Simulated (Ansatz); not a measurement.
# Sr3Mo: the cost of one run

Computed with Ansatz 0.2.0 (DFT PBE, scalar-relativistic, plane waves, PAW, unless a step's input says otherwise).

## (1) Starting point

The structure is cubic, space group Pm-3m (No. 221). The conventional cell has a = 4.791 Å, b = 4.791 Å, c = 4.791 Å, α = 90.00°, β = 90.00°, γ = 90.00°. Sr (site symmetry 4/mmm) is surrounded by 8 Sr at 3.39 Å and 4 Mo at 3.39 Å. Mo (site symmetry m-3m) is surrounded by 12 Sr at 3.39 Å.

Structure file:

```cif
data_structure
_symmetry_space_group_name_H-M 'P 1'
_symmetry_Int_Tables_number 1
_cell_length_a 4.7905
_cell_length_b 4.7905
_cell_length_c 4.7905
_cell_angle_alpha 90.000
_cell_angle_beta 90.000
_cell_angle_gamma 90.000
_cell_volume 109.94
loop_
_atom_site_label
_atom_site_type_symbol
_atom_site_fract_x
_atom_site_fract_y
_atom_site_fract_z
_atom_site_occupancy
Sr1 Sr 0.00000 0.50000 0.50000 1
Sr2 Sr 0.50000 0.00000 0.50000 1
Sr3 Sr 0.50000 0.50000 0.00000 1
Mo1 Mo 0.00000 0.00000 0.00000 1
```

(A quick probe on a coarse mesh, which set the mesh and smearing, is not shown.)

## (3) Rough relaxation on the coarse mesh

input.yaml

```yaml
crystal:
  lattice:
    - [4.7905091538, 0.0, 0.0]
    - [0.0, 4.7905091538, 0.0]
    - [0.0, 0.0, 4.7905091538]
  atoms:
    - { symbol: Sr, position: [0.0, 0.5, 0.5] }
    - { symbol: Sr, position: [0.5, 0.0, 0.5] }
    - { symbol: Sr, position: [0.5, 0.5, 0.0] }
    - { symbol: Mo, position: [0.0, 0.0, 0.0] }
basis:
  ecutwfc: 420
kpoints:
  mp_grid: { grid: [4, 4, 4] }
hamiltonian:
  xc: pbe
scf:
  occupations: { method: gaussian, width: 0.1 }
  lower_state_search: "off"
output:
  forces: true
  stress: true
  eigenvalues: true
relax:
  adjacent_minimum: "off"
  f_tol: 0.04
  max_steps: 70
  cell: { stress_tol: 0.4 }
```

Run with:

```
ansatz run input.yaml --threads 1 --pin off --max-ram 2560MiB --backend cpu --events-out ev --progress --plain --runs-dir out
```

What time and memory should one allow on 1 thread of Arm Neoverse V2, shared host?

About 10 s, with a peak of 0.36 GiB.
